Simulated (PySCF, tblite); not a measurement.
# C₅H₉BF radical: geometry, infrared bands and EPR parameters

Aim: predict the infrared bands and EPR parameters of C₅H₉BF radical (`CCB[C@@H]1C[C]1F`).

Programs: tblite 0.8.0 and PySCF 2.14.0, with density-fitted response routines of our own. Each step states its level of theory. These are calculated values for one molecule in the gas phase, unless marked as measured. Atoms count from 0, in the outputs and in this text.

## (1) The molecule as given

16 atoms, charge 0, multiplicity 2; geometry from: force field or distance geometry start.

Bonds of the start (Å): C0–C1 1.52, C1–B2 1.59, B2–C3 1.58, C3–C4 1.49, C4–C5 1.50, C5–F6 1.38, C5–C3 1.53, C0–H7 1.11, C0–H8 1.11, C0–H9 1.11, C1–H10 1.09, C1–H11 1.11, B2–H12 1.20, C3–H13 1.10, C4–H14 1.11, C4–H15 1.11.

## (2) Optimising the geometry with GFN2-xTB

What the job is given:

```
{"job": {"kind": "relax", "xc": "GFN2-xTB", "basis": "xTB"}, "charge": 0, "multiplicity": 2}
C      2.213500     0.603000     0.110000
C      1.418900    -0.651800    -0.209100
B      0.023200    -0.526200     0.542200
C     -1.345700    -0.741800    -0.225800
C     -2.096900     0.472200    -0.646400
C     -2.574000    -0.283800     0.559000
F     -2.265800     0.279200     1.777600
H      2.403400     1.184200    -0.821000
H      1.598300     1.201400     0.813000
H      3.149600     0.292300     0.612100
H      1.227600    -0.723000    -1.283400
H      1.941900    -1.554400     0.176400
H     -0.017400     0.260700     1.450700
H     -1.392200    -1.690500    -0.782600
H     -1.578800     1.442700    -0.515400
H     -2.713100     0.444800    -1.568700
```

Command:

```console
OMP_NUM_THREADS=1 python probes_run.py task.json out
```

The driver reads the jobs from task.json and runs them one after another.

Output:

```text
step      E/eV     max force
  0    -574.06376    2.550
  1    -574.34603    1.453
  2    -574.48505    0.686
  3    -574.52359    0.611
  4    -574.57097    0.565
  5    -574.60234    0.539
  6    -574.62914    0.443
  7    -574.65098    0.495
  8    -574.67336    0.413
  9    -574.69218    0.328
 10    -574.70825    0.302
 11    -574.72262    0.294
 12    -574.73392    0.291
 13    -574.74231    0.219
 14    -574.74938    0.184
 15    -574.75558    0.203
 16    -574.76153    0.253
 17    -574.76682    0.175
 18    -574.77125    0.149
 19    -574.77562    0.168
 20    -574.78003    0.195
 21    -574.78417    0.190
 22    -574.78804    0.149
 23    -574.79151    0.141
 24    -574.79458    0.133
 25    -574.79777    0.160
 26    -574.80157    0.183
 27    -574.80618    0.223
 28    -574.81091    0.208
 29    -574.81470    0.125
 30    -574.81737    0.122
 31    -574.81947    0.117
 32    -574.82161    0.131
 33    -574.82377    0.119
 34    -574.82592    0.111
 35    -574.82812    0.103
 36    -574.83053    0.129
 37    -574.83329    0.154
 38    -574.83642    0.145
 39    -574.84016    0.146
 40    -574.84504    0.190
 41    -574.85170    0.289
 42    -574.86053    0.284
 43    -574.86989    0.402
 44    -574.88341    0.264
 45    -574.90011    0.267
 46    -574.91476    0.304
 47    -574.92679    0.292
 48    -574.93426    0.260
 49    -574.93795    0.217
 50    -574.94447    0.154
 51    -574.94908    0.132
 52    -574.95504    0.159
 53    -574.95971    0.187
 54    -574.96509    0.153
 55    -574.97019    0.161
 56    -574.97555    0.170
 57    -574.97995    0.170
 58    -574.98404    0.177
 59    -574.98735    0.154
 60    -574.99031    0.137
 61    -574.99318    0.136
 62    -574.99617    0.139
 63    -574.99907    0.125
 64    -575.00190    0.119
 65    -575.00485    0.110
 66    -575.00823    0.095
 67    -575.01060    0.079
 68    -575.01172    0.059
 69    -575.01217    0.060
 70    -575.01244    0.057
 71    -575.01275    0.050
 72    -575.01315    0.060
 73    -575.01354    0.062
 74    -575.01384    0.040
 75    -575.01405    0.037
 76    -575.01426    0.040
 77    -575.01455    0.043
 78    -575.01489    0.048
 79    -575.01520    0.034
 80    -575.01543    0.030
 81    -575.01562    0.036
 82    -575.01581    0.037
 83    -575.01601    0.035
 84    -575.01623    0.034
 85    -575.01648    0.037
 86    -575.01674    0.045
 87    -575.01704    0.053
 88    -575.01744    0.056
 89    -575.01802    0.066
 90    -575.01875    0.074
 91    -575.01944    0.056
 92    -575.01993    0.054
 93    -575.02029    0.057
 94    -575.02080    0.060
 95    -575.02170    0.100
 96    -575.02304    0.147
 97    -575.02454    0.115
 98    -575.02578    0.102
 99    -575.02678    0.090
100    -575.02749    0.073
101    -575.02800    0.087
102    -575.02868    0.044
103    -575.02891    0.043
104    -575.02914    0.045
105    -575.02932    0.042
106    -575.02956    0.033
107    -575.02974    0.025
108    -575.02986    0.019
109    -575.02992    0.017
110    -575.02996    0.014
111    -575.02999    0.015
112    -575.03001    0.011
113    -575.03004    0.010
114    -575.03007    0.009
```

It took 0.52 s on 1 thread of Arm Neoverse V2, shared host; peak memory 0.18 GiB.

Step by step: (not every step is listed)

```csv
step,energy from step 0 (eV),largest force (eV/Å)
0,0.0000,2.5502
1,-0.2823,1.4530
2,-0.4213,0.6856
3,-0.4598,0.6105
4,-0.5072,0.5648
5,-0.5386,0.5392
6,-0.5654,0.4431
7,-0.5872,0.4953
8,-0.6096,0.4134
18,-0.7075,0.1486
28,-0.7472,0.2081
38,-0.7727,0.1447
48,-0.8705,0.2601
58,-0.9203,0.1768
68,-0.9480,0.0588
78,-0.9511,0.0477
88,-0.9537,0.0559
98,-0.9620,0.1025
108,-0.9661,0.0187
109,-0.9662,0.0166
110,-0.9662,0.0142
111,-0.9662,0.0153
112,-0.9662,0.0111
113,-0.9663,0.0099
114,-0.9663,0.0091
```

Close pairs (by a distance rule), those that changed most:

```csv
bond,before (Å),after (Å),change (Å)
C3–C4,1.488,1.561,+0.073
C4–C5,1.501,1.450,-0.051
C3–C5,1.528,1.478,-0.050
B2–C3,1.584,1.551,-0.033
C5–F6,1.377,1.344,-0.033
B2–H12,1.203,1.172,-0.031
C4–H15,1.110,1.080,-0.030
C0–H7,1.114,1.088,-0.026
```

The final coordinates are the input of the step that follows.

## (3) Harmonic vibrations with GFN2-xTB

What the job is given:

```
{"job": {"kind": "ir", "xc": "GFN2-xTB", "basis": "xTB"}, "charge": 0, "multiplicity": 2}
C      2.625509     0.374475     0.119491
C      1.405481    -0.546004     0.020662
B      0.012872     0.156599     0.235421
C     -1.269311    -0.404456    -0.433247
C     -2.574082     0.447438    -0.527235
C     -2.461359    -0.659404     0.402677
F     -2.517523    -0.551645     1.741380
H      2.614492     1.104201    -0.687359
H      2.623754     0.913022     1.063895
H      3.551192    -0.194146     0.049917
H      1.456948    -1.103290    -0.917986
H      1.488762    -1.300711     0.812376
H     -0.088303     1.084160     0.944152
H     -1.155906    -1.097332    -1.261312
H     -2.557523     1.463911    -0.150659
H     -3.162602     0.322124    -1.423584
```

Output:

```text
mode    cm-1     km/mol
  1      35.8      1.33
  2      54.7      0.57
  3     132.5      0.48
  4     185.9      0.54
  5     231.9      0.25
  6     305.2      0.15
  7     330.4      0.76
  8     377.3      2.65
  9     449.6      3.08
 10     592.8      6.27
 11     765.5     35.86
 12     770.7     77.03
 13     831.8     24.39
 14     899.3     22.65
 15     910.3      9.32
 16     952.5     38.05
 17     968.4     14.17
 18    1016.7     92.32
 19    1039.5     39.69
 20    1043.8     71.49
 21    1063.4     20.27
 22    1085.6     17.83
 23    1116.9     70.87
 24    1134.7     78.75
 25    1222.3      6.17
 26    1263.2     70.95
 27    1322.1     41.13
 28    1389.4     56.50
 29    1414.3      0.27
 30    1461.6     30.70
 31    1463.8     86.13
 32    1508.1      3.11
 33    1512.6      2.20
 34    2632.1     99.70
 35    2918.6     27.87
 36    2969.7     38.31
 37    3006.4     20.96
 38    3018.3     55.37
 39    3031.5     46.48
 40    3032.2     24.63
 41    3041.3     39.34
 42    3082.0     14.58
```

It took 0.35 s on 1 thread of Arm Neoverse V2, shared host; peak memory 0.18 GiB.

The strongest bands and the atoms that carry them (share of the mass-weighted mode):

```csv
cm⁻¹,km/mol,atoms
771,77.0,"C5 16 %, B2 14 %, H12 12 %, C4 12 %"
1017,92.3,"H14 31 %, C5 16 %, H15 16 %, C4 12 %"
1044,71.5,"H15 27 %, C4 24 %, C3 17 %, C5 11 %"
1117,70.9,"H13 29 %, C5 23 %, C4 17 %, H14 11 %"
1135,78.8,"H13 29 %, B2 25 %, H12 10 %"
1263,71.0,"H13 37 %, C3 26 %"
1464,86.1,"C5 31 %, C4 24 %, H14 11 %"
2632,99.7,H12 92 %
```

## (4) EPR parameters: B3LYP/pcH-1

Settings changed since step 3:

```diff
@@ -1,2 +1,2 @@
-{"job": {"kind": "ir", "xc": "GFN2-xTB", "basis": "xTB"}, "charge": 0, "multiplicity": 2}
+{"job": {"kind": "epr", "basis": "pcH-1"}, "charge": 0, "multiplicity": 2}
 C      2.625509     0.374475     0.119491
```

With the program's defaults for keys left out, this is: UKS B3LYP, pcH-1 on B C F H, non-relativistic, mean-field spin-orbit, GIAO.

Output:

```text
UKS, coarse grid
  cycle   1  E = -320.47280993  |g| = 4.35e-01
  cycle   2  E = -320.40653005  |g| = 6.16e-01
  cycle   3  E = -320.55628192  |g| = 7.58e-02
  cycle   4  E = -320.55814928  |g| = 3.89e-02
  cycle   5  E = -320.55880904  |g| = 8.35e-03
  cycle   6  E = -320.55884759  |g| = 4.36e-03
  cycle   7  E = -320.55885872  |g| = 1.29e-03
  cycle   8  E = -320.55886014  |g| = 5.19e-04
UKS, final grid
  cycle   1  E = -320.55888407  |g| = 5.99e-04
  cycle   2  E = -320.55888393  |g| = 8.16e-04
  cycle   3  E = -320.55888427  |g| = 7.48e-05
  cycle   4  E = -320.55888427  |g| = 2.77e-05
E = -320.55888427 Eh   <S^2> = 0.7528 (exact 0.7500)
g shifts (ppm)      1          2          3
  rmc          -198       -198       -198
  gc             25        -33        -16
  oz_so        -102       2434       2838
  total        -276       2202       2624
hyperfine (MHz)  atom isotope    a_iso     a_fc   dipolar eigenvalues
    0   13C      -0.14      -0.14     -0.15     -0.12      0.27
    1   13C      -1.52      -1.52     -0.35     -0.15      0.51
    2   11B       6.44       6.44     -3.86     -1.55      5.42
    3   13C      -6.31      -6.31     -7.64     -4.24     11.88
    4   13C       8.05       8.05     -6.17     -3.77      9.94
    5   13C     491.25     491.25    -68.85    -63.05    131.90
    6   19F     222.95     222.95   -245.17   -216.46    461.63
    7    1H      -0.01      -0.01     -0.54     -0.53      1.07
    8    1H      -0.05      -0.05     -0.55     -0.51      1.06
    9    1H      -0.15      -0.15     -0.38     -0.37      0.75
   10    1H       1.82       1.82     -1.21     -1.01      2.22
   11    1H       4.18       4.18     -1.16     -0.91      2.06
   12    1H       3.51       3.51     -2.31     -1.55      3.86
   13    1H      70.91      70.91     -7.10     -4.43     11.54
   14    1H      21.93      21.93     -5.52     -1.71      7.23
   15    1H      42.95      42.95     -6.35     -4.55     10.90
```

Wall time 61 s (1 thread of Arm Neoverse V2, shared host); peak memory 0.96 GiB.

Principal g values 2.00204, 2.00452, 2.00494; g(iso) = 2.00384, against 2.00232 for a free electron.

Hyperfine couplings; where a row names several nuclei, a(iso) is their mean (it holds for fast rotation or exchange) and the dipolar term the largest among them:

```csv
nuclei,isotope,a(iso) (MHz),"a(iso) (G, at g = 2.0023)",largest dipolar term (MHz)
C5,13C,491.3,175.3,131.9
F6,19F,222.9,79.6,461.6
H13,1H,70.9,25.3,11.5
H15,1H,42.9,15.3,10.9
H14,1H,21.9,7.8,7.2
C4,13C,8.1,2.9,9.9
B2,11B,6.4,2.3,5.4
C3,13C,-6.3,-2.3,11.9
H11,1H,4.2,1.5,2.1
H12,1H,3.5,1.3,3.9
H10,1H,1.8,0.7,2.2
C1,13C,-1.5,-0.5,0.5
C0,13C,-0.1,-0.1,0.3
"H7, H8, H9",1H,-0.1,0.0,1.1
```

Mulliken spin populations:

C0 0.00; C1 0.00; B2 0.05; C3 0.00; C4 0.00; C5 0.82; F6 0.07; H7 0.00; H8 0.00; H9 0.00; H10 0.00; H11 0.00; H12 0.00; H13 0.03; H14 0.01; H15 0.01

In first order the couplings over 0.8 MHz of 19F, 1H, 11B give 488 distinct lines over 138.3 G, if the averaged nuclei exchange fast.

The fields below are evaluated on a grid from the run's orbitals.

ELF in a plane through or near 8 of the atoms.

Ten even steps from ' ' (0.00) to '@' (1.00):
```
                                                        
                                                        
                                                        
                        ::**##==                        
            ++%%%%--    %%@@@@@@::                      
          --@@@@@@%%  ..@@@@@@@@==                      
          ==@@@@@@@@....@@@@@@@@--      ..              
          ::##@@@@%%....%%@@@@%%::  ..::::::..          
        --==++####**::--++----++::  ::****==::          
      --@@@@@@++..%%##%%%%****####==++%%%%**--..        
      **@@@@@@%%**@@==**@@--==@@--==**##%%++::          
      ++@@@@@@##==**--==##==++##--::==----::..          
      ::@@@@%%::..++@@@@++....**%%##::                  
        ::--..  ..%%@@@@##  ..@@@@@@==                  
                ..@@@@@@##  ..@@@@@@++                  
                  ##@@@@==    %%@@@@--                  
                  ..==--      ::++==                    
                                                        
                                                        
                                                        
```
The map spans 12.3 Å across and 8.4 Å up, centred on the molecule. Atoms in the plane (x, y in Å): C1 (-1.4, -0.4), B2 (0.0, 0.3), C3 (1.3, -0.5), H8 (-2.7, 1.3), H9 (-3.5, -0.3), H10 (-1.4, -1.5), H12 (0.0, 1.4), H13 (1.2, -1.6).

log10 of the density (e/Å³) in the same plane.

Ten even steps from '0' (-4.0) to '9' (1.3):
```
0000000000000000000000000000
0000000000000000000000000000
0000000111111221100000000000
0000012222223333211110000000
0000123443334444322222100000
0001234555445665433333210000
0001345776556776544444320000
0012356786556776555655431000
0013456777667777666766432000
0023567787777997777776542100
0023578777887777887776542100
0023567667887667987765532000
0012455556776567776555431000
0001334456776556776443321000
0000122345665445665432210000
0000001234444334554321000000
0000000122332223332210000000
0000000001111111211000000000
0000000000000000000000000000
0000000000000000000000000000
```
The map spans 12.3 Å across and 8.4 Å up, centred on the molecule. Atoms in the plane (x, y in Å): C1 (-1.4, -0.4), B2 (0.0, 0.3), C3 (1.3, -0.5), H8 (-2.7, 1.3), H9 (-3.5, -0.3), H10 (-1.4, -1.5), H12 (0.0, 1.4), H13 (1.2, -1.6).

On the surface of density 0.002 e/bohr³ the electrostatic potential runs, from the 1st to the 99th percentile, from -0.79 V near F6 to 1.03 V near B2.

The spin density lies nearest to C5 69 %; F6 11 %.

## (5) Summary of results

| quantity | value |
| --- | --- |
| strongest single infrared mode (GFN2-xTB) | 2632 cm⁻¹, 100 km/mol |
| zero-point energy (GFN2-xTB) | 79.5 kcal/mol |
| g(iso) (B3LYP) | 2.00384 |
| ⟨S²⟩ | 0.753 (exact 0.75) |
| largest a(iso) (averaged by class) | 13C on C5, 491.3 MHz |
| surface potential, 1st and 99th percentile | -0.79 V and 1.03 V |

In words: The optimisation took 114 steps and gained 0.966 eV; among the close pairs (by a distance rule), C3–C4 changed most, from 1.488 to 1.561 Å. All 42 modes are real, so the xTB geometry is a minimum. The strongest single mode, at 2632 cm⁻¹, moves mainly H12. Unscaled tight-binding wavenumbers are off by several per cent, some by more. Its intensities can rank the bands wrongly. Most of the unpaired spin sits on C5 (0.82 e). The isotropic g lies 1.5 ppt above the free-electron value.
